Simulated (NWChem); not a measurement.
**C2H5SSi (SMILES C=[C]S[SiH3]) at 4 levels**

Wanted: a comparison of 4 runs (UHF/STO-3G, UHF/3-21G, UB3LYP/6-31G*) of C2H5SSi. 

Program for the calculation: NWChem 7.3.0.

## 1. Starting point

The species is C2H5SSi (9 atoms), meant as a doublet with charge 0. SMILES: `C=[C]S[SiH3]`. Geometry: relaxed at GFN2-xTB.

Bond lengths: C1–C2 1.302 Å, C2–S3 1.688 Å, S3–Si4 2.173 Å, C1–H5 1.080 Å, C1–H6 1.088 Å, Si4–H7 1.458 Å, Si4–H8 1.456 Å, Si4–H9 1.453 Å. Some angles: C1–C2–S3 138.7°, C2–S3–Si4 97.1°, C2–C1–H5 120.7°, C2–C1–H6 124.2°, S3–Si4–H7 107.2°, S3–Si4–H8 107.1°, S3–Si4–H9 102.3°, H5–C1–H6 115.1°, H7–Si4–H8 111.6°, H7–Si4–H9 113.4°.

## 2. Energy and gradient at UHF/STO-3G (run 1)

c2h5ssi.xyz reads:

```xyz
9
C2H5SSi hf
C      0.625930     1.778120    -1.116290
C      0.741970     0.689630    -0.412020
S      0.611240     0.201150     1.198230
Si    -0.612910    -1.558630     0.845020
H      0.872060     1.783800    -2.167490
H      0.270080     2.727560    -0.720520
H     -1.891550    -1.095730     0.320290
H      0.094860    -2.386520    -0.120840
H     -0.711690    -2.139370     2.173610
```

run.py reads:

```python
from ase.io import read
from ase.calculators.nwchem import NWChem

system = read('c2h5ssi.xyz')

calc = NWChem(
    label='c2h5ssi',
    theory='scf',
    memory='2200 mb',
    basis='STO-3G',
    basispar='spherical bse',
    scf={'nopen': '1', 'uhf': None, 'thresh': '1e-08', 'maxiter': '80', 'print': 'low'},
)
system.calc = calc

forces = system.get_forces()
print(f"energy = {system.get_potential_energy():.6f} eV")
print("forces (eV/A):")
for s, f in zip(system.symbols, forces):
    print(f"{s:2s} {f[0]:10.5f} {f[1]:10.5f} {f[2]:10.5f}")
```

Started as:

```
$ export ASE_NWCHEM_COMMAND="nwchem PREFIX.nwi > PREFIX.nwo"
$ python run.py
```

What it wrote:

```text
energy = -20583.238194 eV
forces (eV/A):
C    -0.41611    2.26910   -1.23757
C     0.64020   -1.51417   -0.48995
S    -0.80964   -1.34371    1.59948
Si    0.64015    1.07158    0.27881
H     0.00293    0.05466   -0.20476
H     0.10403   -0.10151   -0.01419
H     0.72649   -0.64072    0.37831
H    -0.68289    0.24456    0.70459
H    -0.20507   -0.03985   -1.01476
```

The calculator wrote c2h5ssi.nwi:

```
title "c2h5ssi"

permanent_dir c2h5ssi

scratch_dir c2h5ssi

start c2h5ssi

geometry units angstrom nocenter noautosym noautoz
  C  6.2592999999999999e-01 1.7781199999999999e+00 -1.1162900000000000e+00
  C  7.4197000000000002e-01 6.8962999999999997e-01 -4.1202000000000000e-01
  S  6.1124000000000001e-01 2.0115000000000000e-01 1.1982299999999999e+00
  Si -6.1290999999999995e-01 -1.5586300000000000e+00 8.4501999999999999e-01
  H  8.7205999999999995e-01 1.7838000000000001e+00 -2.1674899999999999e+00
  H  2.7007999999999999e-01 2.7275600000000000e+00 -7.2052000000000005e-01
  H  -1.8915500000000001e+00 -1.0957300000000001e+00 3.2029000000000002e-01
  H  9.4860000000000000e-02 -2.3865200000000000e+00 -1.2084000000000000e-01
  H  -7.1169000000000004e-01 -2.1393700000000000e+00 2.1736100000000000e+00
end

memory 2200 mb

basis spherical bse noprint
   * library STO-3G
end

scf
  nopen 1
  uhf
  thresh 1e-08
  maxiter 80
  print low
end

task scf gradient
```

c2h5ssi.nwo:

```text
Northwest Computational Chemistry Package (NWChem) 7.3.0
             --------------------------------------------------------

           Job information
           ---------------

    nwchem branch   = 7.3.0
    use scalapack   = T
    input           = c2h5ssi.nwi
    prefix          = c2h5ssi.
    data base       = c2h5ssi/c2h5ssi.db
    status          = startup
    nproc           =        1

           Memory information
           ------------------

    heap     =     72089596 doubles =      550.0 Mbytes
    stack    =     72089601 doubles =      550.0 Mbytes
    global   =    144179200 doubles =     1100.0 Mbytes (distinct from heap & stack)
    total    =    288358397 doubles =     2200.0 Mbytes
    verify   = yes
    hardfail = no

[... 38 lines left out ...]
            Nuclear Dipole moment (a.u.)
[... 70 lines left out ...]
  ga_iter_lsolve: convergence stagnant ... aborting solve
[... 1 line left out ...]
       Final UHF  results
[... 2 lines left out ...]
         Total SCF energy =   -756.420057974420
      One electron energy =  -1430.148233315983
      Two electron energy =    482.708730918296
 Nuclear repulsion energy =    191.019444423266
[... 1 line left out ...]
                       Sz =      0.5000
                 Sz(Sz+1) =      0.7500
                      S^2 =      1.0612

        Time for solution =      3.1s

                              NWChem Gradients Module
                              -----------------------

                         UHF ENERGY GRADIENTS

    atom               coordinates                        gradient
                 x          y          z           x          y          z
   1 C       1.182836   3.360160  -2.109482    0.008092  -0.044127   0.024067
   2 C       1.402120   1.303212  -0.778605   -0.012450   0.029446   0.009528
   3 S       1.155076   0.380118   2.264326    0.015745   0.026131  -0.031105
[... 5 lines of this table left out ...]
   9 H      -1.344899  -4.042823   4.107527    0.003988   0.000775   0.019734

 Task  times  cpu:        3.4s     wall:        3.4s
 Total times  cpu:        3.4s     wall:        3.4s
```

It took 4.2 s on 1 thread of AMD EPYC 9R45 (Zen 5), shared host; peak memory 0.1 GiB.

## 3. Energy and forces at UHF/3-21G (run 2)

struct.xyz reads:

```xyz
9

C      0.625930     1.778120    -1.116290
C      0.741970     0.689630    -0.412020
S      0.611240     0.201150     1.198230
Si    -0.612910    -1.558630     0.845020
H      0.872060     1.783800    -2.167490
H      0.270080     2.727560    -0.720520
H     -1.891550    -1.095730     0.320290
H      0.094860    -2.386520    -0.120840
H     -0.711690    -2.139370     2.173610
```

struct.nw reads:

```
start struct
memory total 2200 mb

geometry units angstrom noautosym nocenter noautoz
load format xyz struct.xyz
end

basis spherical bse
* library 3-21G
end

scf
doublet
uhf
thresh 1e-08
maxiter 80
print low
end

task scf gradient
```

Started as:

```
$ nwchem struct.nw > struct.out
```

What it wrote:

```text
[...]
  functions       =    54
[...]
  wavefunction    = UHF
[...]
         Total SCF energy =   -761.080115742850
      One electron energy =  -1430.648043487965
      Two electron energy =    478.548483321848
 Nuclear repulsion energy =    191.019444423267
                       Sz =      0.5000
                 Sz(Sz+1) =      0.7500
                      S^2 =      0.9632
[...]
                         UHF ENERGY GRADIENTS
    atom               coordinates                        gradient
                 x          y          z           x          y          z
   1 C       1.182836   3.360160  -2.109482    0.005837  -0.026272   0.016840
   2 C       1.402120   1.303212  -0.778605   -0.012352  -0.004686   0.041466
   3 S       1.155076   0.380118   2.264326   -0.008500  -0.003284  -0.054597
   4 Si     -1.158232  -2.945384   1.596856    0.006562   0.007060  -0.000541
   5 H       1.647954   3.370893  -4.095962    0.000608   0.001408  -0.002929
   6 H       0.510377   5.154341  -1.361585   -0.003055   0.007531  -0.000544
   7 H      -3.574511  -2.070629   0.605260    0.009195   0.001213   0.002769
   8 H       0.179259  -4.509869  -0.228354   -0.001913   0.008476   0.004679
   9 H      -1.344899  -4.042823   4.107527    0.003617   0.008555  -0.007143
 Task  times  cpu:        4.5s     wall:        4.5s
[...]
```

Wall time 5.1 s (1 thread of AMD EPYC 9R45 (Zen 5), shared host); peak memory 0.099 GiB.

Run 3 isn't shown in full; the table further down has it.

## 4. Energy and gradient at UB3LYP/6-31G(d) (Cartesian functions) (run 4)

c2h5ssi.xyz, as its differences from that of step 2:

```diff
@@ -1,3 +1,3 @@
 9
-C2H5SSi hf
+C2H5SSi B3LYP
 C      0.625930     1.778120    -1.116290
```

c2h5ssi.nw reads:

```
start c2h5ssi
title "C2H5SSi B3LYP"
memory stack 880 mb heap 220 mb global 1100 mb
charge 0

geometry units angstrom noautosym nocenter noautoz
  load format xyz c2h5ssi.xyz
end

basis
  * library 6-31G*
end

dft
  xc b3lyp
  mult 2
  grid xfine
  convergence energy 1e-08
  iterations 100
  mulliken
end

task dft gradient
```

Started as:

```
$ nwchem c2h5ssi.nw > c2h5ssi.out
```

What it wrote:

```text
[...]
          Wavefunction type:  spin polarized.
          No. of atoms     :     9
          No. of electrons :    47
[...]
          Charge           :     0
          Spin multiplicity:     2
[...]
          AO basis - number of functions:    78
[...]
              XC Information
              --------------
                         B3LYP Method XC Potential
                     Hartree-Fock (Exact) Exchange  0.200
                        Slater Exchange Functional  0.800 local
                    Becke 1988 Exchange Functional  0.720 non-local
              Lee-Yang-Parr Correlation Functional  0.810
                  VWN I RPA Correlation Functional  0.190 local
[...]
 d= 0,ls=0.0,diis     1   -766.7611144489 -9.58D+02  6.58D-03  1.38D-01     2.6
[...]
 d= 0,ls=0.0,diis    13   -766.8171637360 -3.15D-09  6.32D-07  3.90D-10    32.8
[...]
         Total DFT energy =     -766.817163736004
      One electron energy =    -1436.228797554875
           Coulomb energy =      537.729336838451
    Exchange-Corr. energy =      -59.337147442846
 Nuclear repulsion energy =      191.019444423267
[...]
      <S2> =      0.7574 (Exact =     0.7500)
[...]
  wavefunction    = open shell
                         DFT ENERGY GRADIENTS
    atom               coordinates                        gradient
                 x          y          z           x          y          z
   1 C       1.182836   3.360160  -2.109482    0.002216  -0.015532   0.010110
   2 C       1.402120   1.303212  -0.778605   -0.002738   0.011191   0.003918
   3 S       1.155076   0.380118   2.264326   -0.001627   0.003639  -0.017351
   4 Si     -1.158232  -2.945384   1.596856   -0.008321  -0.015012   0.000043
   5 H       1.647954   3.370893  -4.095962   -0.002640  -0.000078   0.007081
   6 H       0.510377   5.154341  -1.361585    0.001852  -0.002710  -0.003218
   7 H      -3.574511  -2.070629   0.605260    0.010098   0.001062   0.003053
   8 H       0.179259  -4.509869  -0.228354   -0.002279   0.009016   0.005358
   9 H      -1.344899  -4.042823   4.107527    0.003437   0.008423  -0.008993
[...]
```

Run time: 39 s. Hardware: 1 thread of AMD EPYC 9R45 (Zen 5), shared host; peak memory 0.15 GiB.

## 5. All runs side by side

```tsv
run	level	iteration cap	module	energy (Eh)	⟨S²⟩	largest force (eV/Å)	wall time
1	UHF/STO-3G	80	scf	-756.420058	1.061	2.618	4.2 s
2	UHF/3-21G	80	scf	-761.080116	0.963	2.846	5.1 s
3	UB3LYP/6-31G* (spherical functions)	100	dft	-766.810872	0.757	0.978	36 s
4	UB3LYP/6-31G* (Cartesian functions)	100	dft	-766.817164	0.757	0.960	39 s
```

## 6. Results

| quantity | value |
| --- | --- |
| run 4: total energy | -766.81716 Eh |
| run 4: dipole moment | 1.42 D |
| run 4: HOMO energy (highest over α and β) | -5.41 eV |
| run 4: LUMO energy (lowest over α and β) | -1.96 eV |
| run 4: ⟨S²⟩ | 0.757 |
| run 4: largest force on an atom | 0.960 eV/Å |

In words: In run 1 the basis is minimal, so the values are rough. Spin contamination of the reference: run 1 ⟨S²⟩ = 1.06, run 2 ⟨S²⟩ = 0.96. All runs together took 84 s, the longest 39 s.
